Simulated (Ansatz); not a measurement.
# CH₂As (doublet): from Hartree-Fock to the top rungs, cc-pVDZ

How much of the correlation energy of CH₂As (doublet) does each wave-function method recover here?

Program: Ansatz 0.2.0, Gaussian basis. Level of theory: cc-pVDZ, core rule «outside noble gas», up to 15 orbitals frozen. These are calculated values, not measurements.

To be run: UHF; CCSD(T) on ROHF; CCSD(T) on UHF; BCCD(T) on ROHF; CISD; CCSDT(Q) on ROHF; CCSDT(Q) on UHF; CASSCF and MRCISD+Q, 11 electrons in 10 orbitals; CASSCF and NEVPT4(SD), 11 electrons in 10 orbitals; CASSCF and NEVPT2, 11 electrons in 10 orbitals.

27 further runs of the same task are left out: 17 that didn't finish, 10 set aside as unsound or not needed.

### 1 What is computed

The geometry is a PBE0/def2-TZVP stationary point (not a proven minimum). No spin-orbit coupling is included. The filled d shell of As may be among the frozen orbitals whatever the setting's name suggests; the logs give the count.

4 atoms, charge 0, spin multiplicity 2.

Atoms are counted from 1 here; the program's logs count them from 0.

Bond lengths: C1–As2 1.796 Å, As2–H3 1.505 Å, As2–H4 1.505 Å. Angles: C1–As2–H3 126.9°, C1–As2–H4 126.9°, H3–As2–H4 106.2°.

### 2 UHF

in.yaml reads:

```yaml
crystal:
  periodic: [false, false, false]
  atoms:
    - {symbol: C, position_ang: [0.000000, 0.000000, 1.574072]}
    - {symbol: As, position_ang: [0.000000, 0.000000, -0.222050]}
    - {symbol: H, position_ang: [0.000000, 1.203165, -1.125760]}
    - {symbol: H, position_ang: [0.000000, -1.203165, -1.125760]}
basis:
  gaussian: {orbitals: cc-pVDZ}
magnetization: {spin_polarized: true, initial_magnetization: 1}
hamiltonian: {xc: hf}
output: {orbitals: {seedname: orbitals}}
```

Started as:

```bash
$ ansatz run in.yaml --threads 1 --pin off --events-out ev --progress --plain --max-ram 2393MiB
```

The runs that follow: CCSD(T) on ROHF; CCSD(T) on UHF; BCCD(T) on ROHF; CISD; CCSDT(Q) on ROHF; CCSDT(Q) on UHF; CASSCF and MRCISD+Q, 11 electrons in 10 orbitals; CASSCF and NEVPT4(SD), 11 electrons in 10 orbitals; CASSCF and NEVPT2, 11 electrons in 10 orbitals.

Q: Predict the results of all the runs planned. Wanted: RCCSDT(Q) below the RHF energy; RMP2 from RCCSDT(Q); UMP2 from RCCSDT(Q); RCCSD from RCCSDT(Q); RCCSD(T) from RCCSDT(Q); UCCSD(T) from RCCSDT(Q); UCCSDT(Q) from RCCSDT(Q); NEVPT2 valence from RCCSDT(Q); NEVPT4(SD) valence from RCCSDT(Q).

As calculated:

```
                         quantity                                        value
   RCCSDT(Q) below the RHF energy                                   -7.2700 eV
              RMP2 from RCCSDT(Q)                                +135.9 kJ/mol
              UMP2 from RCCSDT(Q)                                +145.9 kJ/mol
             RCCSD from RCCSDT(Q)                                 +38.1 kJ/mol
          RCCSD(T) from RCCSDT(Q)                                  +6.8 kJ/mol
          UCCSD(T) from RCCSDT(Q)                                  +8.5 kJ/mol
         UCCSDT(Q) from RCCSDT(Q)                                  -0.4 kJ/mol
    NEVPT2 valence from RCCSDT(Q)                                 +88.6 kJ/mol
NEVPT4(SD) valence from RCCSDT(Q)                                  +6.1 kJ/mol
  MRCISD+Q valence from RCCSDT(Q)                                  -0.3 kJ/mol
levels within 1 kcal/mol (43 meV)  RCCSDT, UCCSDT, UCCSDT(Q), MRCISD+Q valence
                    T1 diagnostic                                        0.039
   effectively unpaired electrons                                         1.11
```

In words: RCCSD(T) lands +6.8 kJ/mol from the yardstick (1.0 % of the correlation energy). One determinant dominates. Of the multireference levels listed MRCISD+Q valence comes nearest in total energy (-0.3 kJ/mol), which doesn't show that its space is the better one. These misses are within one basis, not against nature; the frozen cores of restricted and unrestricted runs differ, which can shift their rows.
